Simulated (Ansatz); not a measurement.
I need a single point from a YAML input of Li3SbCl6, space group Fm-3m. Use Ansatz's Python interface. Settings: PBEsol, PAW, cutoff 490 eV, 3×3×3 k-points, tetrahedron smearing of 0.1 eV.

Contents of `scf.yaml`:
```yaml
crystal:
  lattice:
    - [0.0, 5.140437, 5.140437]
    - [5.140437, 0.0, 5.140437]
    - [5.140437, 5.140437, 0.0]
  atoms:
    - { symbol: Li, position: [0.75, 0.75, 0.75] }
    - { symbol: Li, position: [0.25, 0.25, 0.25] }
    - { symbol: Li, position: [0.5, 0.5, 0.5] }
    - { symbol: Sb, position: [0.0, 0.0, 0.0] }
    - { symbol: Cl, position: [0.744113, 0.255887, 0.255887] }
    - { symbol: Cl, position: [0.255887, 0.255887, 0.744113] }
    - { symbol: Cl, position: [0.255887, 0.744113, 0.744113] }
    - { symbol: Cl, position: [0.255887, 0.744113, 0.255887] }
    - { symbol: Cl, position: [0.744113, 0.255887, 0.744113] }
    - { symbol: Cl, position: [0.744113, 0.744113, 0.255887] }
kpoints:
  mp_grid: { grid: [3, 3, 3] }
hamiltonian:
  xc: pbesol
scf:
  occupations: { method: tetrahedron }
  mixing: { preconditioner: none }
basis:
  ecutwfc: "18 Ha"
output:
  stress: true
  eigenvalues: true
```

`yaml_run_li3sbcl6.py`
```python
'''Run a YAML input for Li3SbCl6 from Python.'''

import logging
import sys
import warnings

import ansatz as az
import numpy as np

logging.basicConfig(stream=sys.stdout, format='%(levelname)s:%(name)s:%(message)s')
logger = logging.getLogger('calc')
logger.setLevel(logging.INFO)

warnings.simplefilter('ignore', az.DeckWarning)

outcome = az.Session.from_deck('scf.yaml').plan().execute()
r = outcome.report

energy = r['free_energy_ev']
logger.info('Li3SbCl6: {:.6f} eV = {:.6f} Ry = {:.6f} Ha'.format(energy, energy / 13.605693, energy / 27.211386))
logger.info('Fermi level {:.4f} eV, {} k-points, {} symmetry operations'.format(r['fermi_energy_ev'], r['n_kpoints'], r['n_symmetry_ops']))

# pressure is a third of the trace
sigma = r['stress_gpa']
voigt = [sigma[0][0], sigma[1][1], sigma[2][2], sigma[1][2], sigma[0][2], sigma[0][1]]
print('stress xx yy zz yz xz xy (GPa):', ' '.join(f'{s:.3f}' for s in voigt))
print('P =', round(10 * float(np.mean(voigt[:3])), 2), 'kbar')
```

Output of `python yaml_run_li3sbcl6.py`:
```text
INFO:calc:Li3SbCl6: -13393.480854 eV = -984.402695 Ry = -492.201347 Ha
INFO:calc:Fermi level 1.6397 eV, 4 k-points, 48 symmetry operations
stress xx yy zz yz xz xy (GPa): -1.245 -1.245 -1.245 0.000 0.000 0.000
P = -12.45 kbar
```

Reading the output:
- These settings explore the input space; cutoff and mesh may be short of convergence.
- Only differences from the Fermi energy are physical; the zero of the scale is a convention.
- In a crystal with a gap the Fermi level's place inside it depends on smearing and mesh.
- This cell is a computed structure, which may not be the phase found in nature.
- The script silences the warnings on its input, which a real study should read.
- The whole script took 4.6 s on 1 thread of Intel(R) Xeon(R) Platinum 8488C (Sapphire Rapids) (shared host), peak memory 0.56 GiB.

(Lines on the test bed's own set-up are left out of the output.)
